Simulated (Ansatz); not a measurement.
# AlCl2HO2: the cost of one run

Program: Ansatz 0.2.0, Gaussian basis. Level of theory: PBE0-D4/def2-TZVP structures, single points in def2-TZVPP, no counterpoise correction. These are calculated values, not measurements.

Levels: SPW92, PBE-D4, BLYP-D4, r2SCAN-D4, B97M-V, PBE0-D4, B3LYP-D4, r2SCAN0-D4, BHLYP-D4, CAM-B3LYP-D4, wB97X-V, wB97M-V, B2PLYP, PBE-QIDH, RPA on PBE, Hartree-Fock, MP2, CCSD, CCSD(T).

Correlated methods freeze the cores. B3LYP uses VWN-RPA correlation. B2PLYP carries no dispersion term here.

97 further runs of the same task are left out: 3 that didn't finish, 94 set aside as unsound or not needed. Runs told in other sessions of the task aren't counted.

### 1 Starting geometry

The complex: 8 atoms, charge 0, spin multiplicity 1.

Atoms are counted from 1 here; the program's logs count them from 0.

Bond lengths: Al1–Cl2 2.620 Å, Al1–Cl3 2.098 Å, Al1–Cl4 2.105 Å, Al1–O6 1.753 Å, Al1–O7 1.956 Å, Cl2–H5 1.288 Å, O6–O7 1.485 Å, O7–H8 0.968 Å. Angles: Cl2–Al1–Cl3 97.2°, Cl2–Al1–Cl4 91.2°, Cl2–Al1–O6 89.9°, Cl2–Al1–O7 136.7°, Cl3–Al1–Cl4 119.2°, Cl3–Al1–O6 118.6°, Cl3–Al1–O7 105.6°, Cl4–Al1–O6 121.5°, Cl4–Al1–O7 108.1°, O6–Al1–O7 46.8°, Al1–Cl2–H5 88.1°, Al1–O6–O7 73.8°, Al1–O7–O6 59.4°, Al1–O7–H8 113.6°, O6–O7–H8 102.7°.

Geometry (Å):

```xyz
8

Al    0.02988   -0.33050   -0.00572
Cl   -1.89515    1.20573   -0.90048
Cl    0.28659   -1.47252   -1.74740
Cl   -1.20908   -1.06297    1.53042
H    -2.61011    0.82020    0.09867
O     1.04294    1.08040    0.23026
O     1.82582   -0.07996    0.72740
H     2.52920   -0.16036    0.06694
```

Its parts: AlCl2HO2 holds atoms 1, 3, 4, 6, 7, 8; HCl holds atoms 2, 5. Each part counts its atoms afresh in its own runs.

### 2 Relaxing AlCl2HO2 alone

relax-a/in.yaml

```yaml
crystal:
  periodic: [false, false, false]
  atoms:
    - {symbol: Al, position_ang: [0.029876, -0.330504, -0.005721]}
    - {symbol: Cl, position_ang: [0.286595, -1.472523, -1.747398]}
    - {symbol: Cl, position_ang: [-1.209077, -1.062974, 1.530420]}
    - {symbol: O, position_ang: [1.042937, 1.080399, 0.230262]}
    - {symbol: O, position_ang: [1.825823, -0.079958, 0.727405]}
    - {symbol: H, position_ang: [2.529202, -0.160364, 0.066942]}
basis:
  gaussian: {orbitals: def2-TZVP}
hamiltonian: {xc: pbe0, dispersion: d4}
relax: {f_tol: 0.005, max_steps: 200}
```

The run is started by

```bash
$ ansatz run in.yaml --threads 8 --pin off --events-out ev --progress --plain --max-ram 19148MiB
```

Q: Estimate wall time and peak memory on 8 threads of Intel Xeon at 2.50GHz, shared host.

About 24 s, with a peak of 0.57 GiB.
